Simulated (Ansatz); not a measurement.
# LaGa3Pd: the cost of one run

Method: DFT PBEsol, scalar-relativistic, plane waves, PAW, in Ansatz 0.2.0.

1 further run of the same task is left out (set aside as unsound or not needed). Runs told in other sessions of the task aren't counted.

## Step 1: The system as given

The cell holds 24 atoms (Ga15La4Pd5): a = 8.556 Å, b = 8.556 Å, c = 8.556 Å, α = 104.08°, β = 112.23°, γ = 112.23°.

Structure file:

```xyz
24
Lattice="6.3999 2.1333 -5.2626 -2.1333 6.3999 5.2626 2.1333 -6.3999 5.2626" Properties=species:S:1:pos:R:3 pbc="T T T"
Ga    2.1333    2.1333    1.2430
Ga    2.1333    6.3999    1.2430
Ga    0.0000    0.0000    6.5056
Ga    6.3999   -2.1333    1.2430
Ga    2.1333   -2.1333    1.2430
Ga    4.2666   -4.2666    4.0196
Ga    4.2666    0.0000    4.0196
Ga    0.0000    0.0000    4.0196
Ga    4.2666    4.2666    4.0196
Ga    0.0000    4.2666    4.0196
Ga    0.0000    2.1333    2.6313
Ga    2.1333    0.0000    7.8939
Ga    4.2666    2.1333    2.6313
Ga    4.2666   -2.1333    2.6313
Ga    6.3999    0.0000   -2.6313
La    2.1333   -2.1333    5.2626
La    4.2666    0.0000    0.0000
La    2.1333    2.1333    5.2626
La    4.2666    4.2666    0.0000
Pd    2.1333    0.0000    2.6313
Pd    2.1333    4.2666    2.6313
Pd    6.3999    0.0000    2.6313
Pd    4.2666    2.1333   -2.6313
Pd    0.0000    2.1333    7.8939
```

The host was relaxed before at PBEsol: a = 4.267 Å, b = 4.267 Å, c = 10.525 Å, α = 90.00°, β = 90.00°, γ = 90.00° (conventional cell), 19.160 Å³/atom.

Places, in fractions of the supercell: a vacancy on La at (0.000, 0.000, 0.000). The start keeps the symmetry of the ideal site.

## Step 2: The perfect crystal in the supercell of 25 atoms

File input.yaml:

```yaml
crystal:
  lattice:
    - [6.3998900926, 2.1332966975, -5.2625763987]
    - [-2.1332966975, 6.3998900926, 5.2625763987]
    - [2.1332966975, -6.3998900926, 5.2625763987]
  atoms:
    - { symbol: Ga, position: [0.4, 0.4180979063, 0.2180979063] }
    - { symbol: Ga, position: [0.6, 0.8180979063, 0.0180979063] }
    - { symbol: Ga, position: [0.0, 0.6180979063, 0.6180979063] }
    - { symbol: Ga, position: [0.8, 0.2180979063, 0.8180979063] }
    - { symbol: Ga, position: [0.2, 0.0180979063, 0.4180979063] }
    - { symbol: Ga, position: [0.4, 0.1819020937, 0.9819020937] }
    - { symbol: Ga, position: [0.6, 0.5819020937, 0.7819020937] }
    - { symbol: Ga, position: [0.0, 0.3819020937, 0.3819020937] }
    - { symbol: Ga, position: [0.8, 0.9819020937, 0.5819020937] }
    - { symbol: Ga, position: [0.2, 0.7819020937, 0.1819020937] }
    - { symbol: Ga, position: [0.1, 0.45, 0.15] }
    - { symbol: Ga, position: [0.3, 0.85, 0.95] }
    - { symbol: Ga, position: [0.7, 0.65, 0.55] }
    - { symbol: Ga, position: [0.5, 0.25, 0.75] }
    - { symbol: Ga, position: [0.9, 0.05, 0.35] }
    - { symbol: La, position: [0.0, 0.0, 0.0] }
    - { symbol: La, position: [0.2, 0.4, 0.8] }
    - { symbol: La, position: [0.6, 0.2, 0.4] }
    - { symbol: La, position: [0.4, 0.8, 0.6] }
    - { symbol: La, position: [0.8, 0.6, 0.2] }
    - { symbol: Pd, position: [0.3, 0.35, 0.45] }
    - { symbol: Pd, position: [0.5, 0.75, 0.25] }
    - { symbol: Pd, position: [0.9, 0.55, 0.85] }
    - { symbol: Pd, position: [0.7, 0.15, 0.05] }
    - { symbol: Pd, position: [0.1, 0.95, 0.65] }
basis:
  ecutwfc: 420
  xc_grid: 2
kpoints:
  mp_grid: { grid: [3, 3, 3], shift: [0.0, 0.0, 0.0] }
hamiltonian:
  xc: pbesol
scf:
  occupations: { method: gaussian, width: 0.05 }
output:
  forces: true
  stress: true
  eigenvalues: true
```

The run is started by

```
$ ansatz run input.yaml --threads 8 --pin off --max-ram 14336MiB --backend cpu --events-out ev --progress --plain --runs-dir out
```

Q: Estimate wall time and peak memory on 8 threads of Arm Neoverse V2, shared host.

About 12 s, with a peak of 2.9 GiB.
